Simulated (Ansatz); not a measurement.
# Rhenium, fcc under LDA: structure, energy and stiffness

Aim: take rhenium in the fcc structure, relax it, solve it on a dense k-mesh, switch on spin-orbit coupling, then scale the cell to 7 volumes from 88 to 112 % of the relaxed one and try a fit of the equation of state. The k-meshes are 14×14×14 for the relaxation; 23×23×23 for the dense run; 14×14×14 for spin-orbit coupling; 16×16×16 for the volumes.

This is Re in the fcc structure; at room conditions it is hcp.

Method: DFT LDA (PW92), plane waves (420 eV) with PAW, scalar-relativistic; PBE-made PAW files, in Ansatz 0.2.0.

**1. The structure to begin with**

It takes space group Fm-3m (No. 225, cubic). Conventional cell: a = 3.890 Å, b = 3.890 Å, c = 3.890 Å, α = 90.00°, β = 90.00°, γ = 90.00°. Re (site symmetry m-3m) is surrounded by 12 Re at 2.75 Å.

As a file:

```xyz
1
Lattice="0.0000 1.9449 1.9449 1.9449 0.0000 1.9449 1.9449 1.9449 0.0000" Properties=species:S:1:pos:R:3 pbc="T T T"
Re    0.0000    0.0000    0.0000
```

**2. Relaxation of the cell**

input.yaml

```yaml
crystal:
  lattice:
    - [0.0, 1.9449117208, 1.9449117208]
    - [1.9449117208, 0.0, 1.9449117208]
    - [1.9449117208, 1.9449117208, 0.0]
  atoms:
    - { symbol: Re, position: [0.0, 0.0, 0.0] }
hamiltonian:
  xc: lda
  pseudopotentials:
    kind: paw
    azcp:
      Re: "pseudopotentials/Re.paw.azcp"
basis:
  ecutwfc: 420
  fft_grid_basis: typed
kpoints:
  mp_grid: { grid: [14, 14, 14], shift: [0, 0, 0] }
magnetization:
  spin_polarized: false
scf:
  occupations: { method: fermi_dirac, width: 0.1 }
relax:
  max_steps: 60
  f_tol: 0.01
  cell: {}
output:
  write_density: true
  write_potential: true
  elf: true
  volumetric_format: npy
```

After this run come: Single point on a dense mesh; Spin-orbit coupling switched on; Equation of state: 88 %; Equation of state: 92 %; Equation of state: 96 %; Equation of state: 100 %; Equation of state: 104 %; Equation of state: 108 %; Equation of state: 112 %.

Q: Predict the outcome of this session. Wanted: space group; conventional cell; volume; shortest distance; gap on the mesh; relative to hcp; V₀, B₀, B₀′.

The runs gave:

| quantity | value |
| --- | --- |
| space group (spins left aside) | Fm-3m (No. 225) |
| conventional cell | a = 3.860 Å |
| volume | 14.382 Å³/atom |
| shortest distance | 2.730 Å |
| gap on the mesh | none (levels filled in part) |
| relative to hcp | +71 meV/atom |
| V₀, B₀, B₀′ | 14.384 Å³/atom, 404 GPa, 4.3 |

What this shows: The relaxation shrank the cell by 2.3 % in volume. Against the reference form of rhenium (hcp, computed apart with the same settings) it stands 71 meV/atom higher. Levels at the Fermi energy are filled in part, as in a metal. Totals with and without spin-orbit coupling (-25.8 eV/atom apart) can't be read as binding, since the two-component data shift the zero of energy. The fitted modulus is 404 GPa, among the stiffest elements. Relaxation kept the symmetry; phonons were not checked.
